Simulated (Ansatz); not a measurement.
# CH5AlBrN: a ladder of functionals and wavefunction methods

How much do the methods differ for CH5AlBrN? The plan is to run it at one geometry with functionals of several rungs and with coupled cluster, and see how far each lands from CCSD(T) at the basis-set limit for the atomisation energy.

The runs use Ansatz 0.2.0, Gaussian basis; functionals in def2-TZVPP, the program's frozen cores in correlated methods.

The runs, in order: LDA (SPW92), PBE-D4, revPBE-D4, BLYP-D4, r2SCAN-D4, B97M-V, PBE0-D4, B3LYP-D4, r2SCANh-D4, r2SCAN0-D4, HSE06-D4, BHLYP-D4, CAM-B3LYP-D4, LC-ωPBE, ωB97X-V, ωB97M-V, B2PLYP, PBE-QIDH; CCSD(T)/def2-SVP; CCSD(T)/def2-TZVPP; MP2/def2-QZVPP; extrapolation to the limit; RPA on PBE.

### 1 Structure used throughout

All runs share one geometry, relaxed beforehand with PBE0-D4 in a triple-zeta def2 set.

SMILES `[NH2][AlH][CH2]Br`, 9 atoms, charge 0, spin multiplicity 1.

Atoms are counted from 1 here; the program's logs count them from 0.

Bond lengths: N1–Al2 1.766 Å, N1–H5 1.007 Å, N1–H6 1.007 Å, Al2–C3 1.957 Å, Al2–H7 1.578 Å, C3–Br4 1.989 Å, C3–H8 1.088 Å, C3–H9 1.087 Å. Angles: Al2–N1–H5 125.6°, Al2–N1–H6 124.0°, H5–N1–H6 110.1°, N1–Al2–C3 118.5°, N1–Al2–H7 120.3°, C3–Al2–H7 121.2°, Al2–C3–Br4 91.9°, Al2–C3–H8 119.9°, Al2–C3–H9 120.0°, Br4–C3–H8 105.5°, Br4–C3–H9 105.3°, H8–C3–H9 110.1°.

### 2 LDA

This LDA is Slater exchange with PW92 correlation.

in.yaml

```yaml
crystal:
  periodic: [false, false, false]
  atoms:
    - {symbol: N, position_ang: [-0.491799, 1.602878, -0.616941]}
    - {symbol: Al, position_ang: [0.648407, 0.350984, -0.114350]}
    - {symbol: C, position_ang: [-0.041889, -1.208281, 0.845654]}
    - {symbol: Br, position_ang: [0.004341, -2.324954, -0.800043]}
    - {symbol: H, position_ang: [-1.487342, 1.582037, -0.468327]}
    - {symbol: H, position_ang: [-0.244714, 2.391601, -1.192204]}
    - {symbol: H, position_ang: [2.189376, 0.512674, -0.412000]}
    - {symbol: H, position_ang: [-1.077417, -1.225015, 1.178722]}
    - {symbol: H, position_ang: [0.589436, -1.728225, 1.562390]}
basis:
  gaussian: {orbitals: def2-TZVPP}
hamiltonian: {xc: lda}
output: {orbitals: {seedname: orbitals}}
```

On the command line:

```
$ ansatz run in.yaml --threads 4 --pin off --events-out ev --progress --plain --max-ram 10444MiB
```

Further steps of the session: PBE-D4 (GGA); revPBE-D4 (GGA); BLYP-D4 (GGA); r2SCAN-D4 (meta-GGA); B97M-V (meta-GGA); B3LYP-D4 (hybrid); r2SCANh-D4 (hybrid); r2SCAN0-D4 (hybrid); HSE06-D4 (hybrid); BHLYP-D4 (hybrid); CAM-B3LYP-D4 (range-separated); LC-ωPBE (range-separated); ωB97X-V (range-separated); ωB97M-V (range-separated); B2PLYP (double hybrid); PBE-QIDH (double hybrid); CCSD(T) in def2-SVP; CCSD(T) in def2-TZVPP; MP2 in def2-QZVPP; RPA on PBE orbitals.

Before running them: what should the planned runs give, taken together? Wanted: atomisation energy, CCSD(T)/CBS; farthest beyond LDA; mean size of error, GGA; mean size of error, meta-GGA; mean size of error, hybrid; mean size of error, range-separated; mean size of error, double hybrid; gap, smallest and largest; T1 diagnostic.

**Answer**, as computed:

| quantity | value |
| --- | --- |
| atomisation energy, CCSD(T)/CBS | 2913.4 kJ/mol |
| functionals within 29.1 kJ/mol (1.0 %) | BLYP-D4, r2SCAN-D4, B97M-V, PBE0-D4, B3LYP-D4, r2SCANh-D4, HSE06-D4, CAM-B3LYP-D4, ωB97X-V, ωB97M-V |
| farthest beyond LDA | BHLYP-D4 (-91.5 kJ/mol) |
| mean size of error, GGA | 30.0 kJ/mol |
| mean size of error, meta-GGA | 4.7 kJ/mol |
| mean size of error, hybrid | 36.1 kJ/mol |
| mean size of error, range-separated | 10.9 kJ/mol |
| mean size of error, double hybrid | 42.6 kJ/mol |
| gap, smallest and largest | 4.34 eV (LDA (SPW92)), 11.59 eV (LC-ωPBE) |
| T1 diagnostic | 0.0095 |
| triples share of the correlation energy | 3.6 % |

**Reading.** The LDA atomisation energy is off by 383.5 kJ/mol (13 %): it overbinds. PBE-D4 is off by +29.3 kJ/mol. Double hybrids carry the basis error of their MP2 part in triple zeta, and no dispersion term here, so their miss is partly the set-up's. The rungs meta-GGA, range-separated miss on average by less than the doubt on the reference (29.1 kJ/mol), so they tie. The reference freezes the cores and leaves out relativity and excitations past (T), and its outer-core shells are covered unevenly, so misses under about 29.1 kJ/mol can't be ranked. All levels share the lack of spin-orbit coupling, which lowers the free heavy atoms and so the true binding. Hartree-Fock recovers 71 % of the binding; the rest is correlation. CCSD(T) in def2-SVP is off by -208.8 kJ/mol, so the small basis spoils what the method gains. The gap grows from 4.3 to 11.6 eV across the functionals, mostly with the share of exact exchange. Correlated methods include outer-core shells of Br, which these sets cover unevenly.
